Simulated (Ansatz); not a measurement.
Working through an equation of state with a fit of InNi₃N, space group Pm-3m

With Ansatz 0.2.0, Python API.

Run as a notebook:

In [1]:
```python
import warnings

import ansatz as az
from ase.eos import EquationOfState
from ase.units import GPa
import numpy as np
```

In [2]:
```python
VECTORS = np.array([
    [3.83986, 0.0, 0.0],
    [0.0, 3.83986, 0.0],
    [0.0, 0.0, 3.83986],
])
SITES = [
    ("In", (0.0, 0.0, 0.0), 0.0),
    ("Ni", (0.5, 0.5, 0.0), 1.5),
    ("Ni", (0.5, 0.0, 0.5), 1.5),
    ("Ni", (0.0, 0.5, 0.5), 1.5),
    ("N", (0.5, 0.5, 0.5), 0.0),
]


def crystal_on(cell):
    crystal = az.Crystal(lattice=az.Lattice.of(cell))
    for symbol, position, moment in SITES:
        crystal = crystal.atom(symbol, position, moment=moment or None)
    return crystal
```

In [3]:
```python
warnings.simplefilter("ignore", az.DeckWarning)
```

In [4]:
```python
# uniform scaling of the cell
volumes, energies, pressures = [], [], []
for scale in np.linspace(0.92, 1.08, 7):
    cell = VECTORS * scale ** (1 / 3)
    job = (
        crystal_on(cell).calculation()
        .functional("pbesol")
        .occupations("Fermi-Dirac", width=0.05)
        .spin("collinear")
        .basis(500)
        .kpoints(6, 6, 6)
        .stress()
    )
    data = job.run(threads=1).report
    volumes.append(abs(np.linalg.det(cell)) / len(SITES))
    energies.append(data["free_energy_ev"] / len(SITES))
    pressures.append(np.trace(data["stress_gpa"]) / 3)
    print(f"V = {volumes[-1]:8.4f} A^3/atom  F = {energies[-1]:.5f} eV/atom  P = {pressures[-1]:8.3f} GPa")
```
```text
RunWarning: the starting moments were not kept: the SCF closed with an absolute magnetisation of 9.4e-7 μB, where they sum to 4.5 μB in size (3 sites). That is at most 0.1 of that sum. Measured as dr2_m measures the in/out step, that magnetisation stands 4.9e-13 eV from none, at or under the dr2_threshold of 1.0e-7 [...]
V =  10.4175 A^3/atom  F = -4663.89390 eV/atom  P =   16.496 GPa
V =  10.7195 A^3/atom  F = -4663.91761 eV/atom  P =    8.860 GPa
V =  11.0214 A^3/atom  F = -4663.92798 eV/atom  P =    2.328 GPa
V =  11.3234 A^3/atom  F = -4663.92697 eV/atom  P =   -3.259 GPa
V =  11.6253 A^3/atom  F = -4663.91621 eV/atom  P =   -8.034 GPa
V =  11.9273 A^3/atom  F = -4663.89713 eV/atom  P =  -12.110 GPa
V =  12.2293 A^3/atom  F = -4663.87094 eV/atom  P =  -15.583 GPa
```

In [5]:
```python
eos = EquationOfState(volumes, energies, eos="murnaghan")
v0, e0, bulk = eos.fit()
print(f"V0 = {v0:.4f} A^3/atom, E0 = {e0:.5f} eV/atom, B = {bulk / GPa:.1f} GPa")
eos.plot("eos.png")
```
```text
V0 = 11.1410 A^3/atom, E0 = -4663.92883 eV/atom, B = 208.5 GPa
```
Out [5]:
```text
<Axes: title={'center': 'murnaghan: E: -4663.929 eV, V: 11.141 Å$^3$, B: 208.545 GPa'}, xlabel='volume [Å$^3$]', ylabel='energy [eV]'>
```

A third-order Birch-Murnaghan fit through the 7 points (the script's own form differs a little) has its minimum at 11.14 Å³ an atom, 1.6 % below the typed cell, with a bulk modulus of 209 GPa and dB/dP = 4.8. From that minimum the energy rises by 34.9 meV an atom on the compressed side and 57.9 meV on the expanded side.

Notes:
- Absolute energies stand on the zero of these potentials, so only differences at equal settings mean something.
- The SCF didn't keep the moments it started from (some shrank, vanished or turned); what is printed is the state reached.
- The mesh is modest for a metal, so energies can be off by several to tens of meV an atom and pressures by half a GPa or more; differences at equal mesh fare better.
- Pressure is positive in compression.
- This cell is a computed structure, which may not be the phase found in nature.
- Warnings are shown shortened and without file and line.
- The script silences the warnings on its input, which a real study should read.
- Hardware and time: 58 s on 1 thread of Intel(R) Xeon(R) Platinum 8488C (Sapphire Rapids), with other jobs on the host, peak memory 0.58 GiB.
